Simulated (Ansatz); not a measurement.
# C2H2Se: the cost of one run

Program: Ansatz 0.2.0, driven from Python. Level of theory: B3LYP/def2-SVP. These are calculated values, not measurements.

## 1. The system

Bond lengths: C1–C2 1.188 Å, C2–Se3 1.870 Å, C1–H4 1.008 Å, Se3–H5 1.521 Å. Angles: C1–C2–Se3 177.5°, C2–C1–H4 174.9°, C2–Se3–H5 92.1°.

No structure file is read: the coordinates are typed or built in the script.

## 2. The code

File adiabatic_c2h2se.py:

```python
# -*- coding: utf-8 -*-
'''How C2H2Se relaxes after losing an electron.'''

from dataclasses import dataclass

import ansatz as az
import numpy as np


@dataclass(frozen=True)
class Settings:
    basis: str = 'def2-SVP'
    xc: str = 'b3lyp'
    net_charge: int = 1


cfg = Settings()


def main():
    molecule = (
        az.Crystal.molecule()
        .atom('C', (-0.8778, -0.9791, 0.0833))
        .atom('C', (0.0486, -0.2445, 0.1954))
        .atom('Se', (1.5554, 0.8475, 0.3778))
        .atom('H', (-1.7113, -1.5317, -0.0416))
        .atom('H', (1.035, 1.8341, -0.6563))
    )

    calc = (
        molecule.calculation()
        .basis(gaussian=cfg.basis)
        .functional(cfg.xc)
    )
    symbols = [site.symbol for site in molecule.cartesian_sites]
    start = np.array([site.position_ang for site in molecule.cartesian_sites], dtype=float)
    report = calc.relax(force_tolerance=0.01).run(threads=1).report
    end = np.array(report['positions_ang'])

    minimum = az.Crystal.molecule()
    for symbol, place in zip(symbols, end):
        minimum = minimum.atom(symbol, place.tolist())
    ion = (
        minimum.calculation()
        .basis(gaussian=cfg.basis)
        .functional(cfg.xc)
        .charge(cfg.net_charge)
        .spin('collinear', total=1)
    )
    vertical = ion.run(threads=1).report
    settled = ion.relax(force_tolerance=0.01, max_steps=80).run(threads=1).report
    print(f'vertical ionisation energy   {vertical["free_energy_ev"] - report["free_energy_ev"]:.3f} eV')
    print(f'adiabatic, no zero point     {settled["free_energy_ev"] - report["free_energy_ev"]:.3f} eV')
    print(f'relaxation energy of the ion {vertical["free_energy_ev"] - settled["free_energy_ev"]:.3f} eV')
    ionised = np.array(settled['positions_ang'])
    print('final positions (A) and the move of each atom')
    for symbol, xyz, old in zip(symbols, ionised, end):
        print(f'{symbol:2s} {xyz[0]:10.5f} {xyz[1]:10.5f} {xyz[2]:10.5f}   {np.linalg.norm(xyz - old):7.4f}')


if __name__ == '__main__':
    main()
```

## 3. What the engine is handed

The engine receives this input (first run):

```yaml
crystal:
  periodic: [false, false, false]
  atoms:
    - { symbol: C, position_ang: [-0.8778, -0.9791, 0.0833] }
    - { symbol: C, position_ang: [0.0486, -0.2445, 0.1954] }
    - { symbol: Se, position_ang: [1.5554, 0.8475, 0.3778] }
    - { symbol: H, position_ang: [-1.7113, -1.5317, -0.0416] }
    - { symbol: H, position_ang: [1.035, 1.8341, -0.6563] }
basis:
  gaussian:
    orbitals: def2-SVP
hamiltonian:
  xc: b3lyp
relax:
  f_tol: 0.01
```

## 4. The run

Run with:

```sh
python adiabatic_c2h2se.py
```

**Question.** How long does this script take on 1 thread of Arm Neoverse V2, shared host, and how much memory does it need?

About 34 s, with a peak of 0.25 GiB.
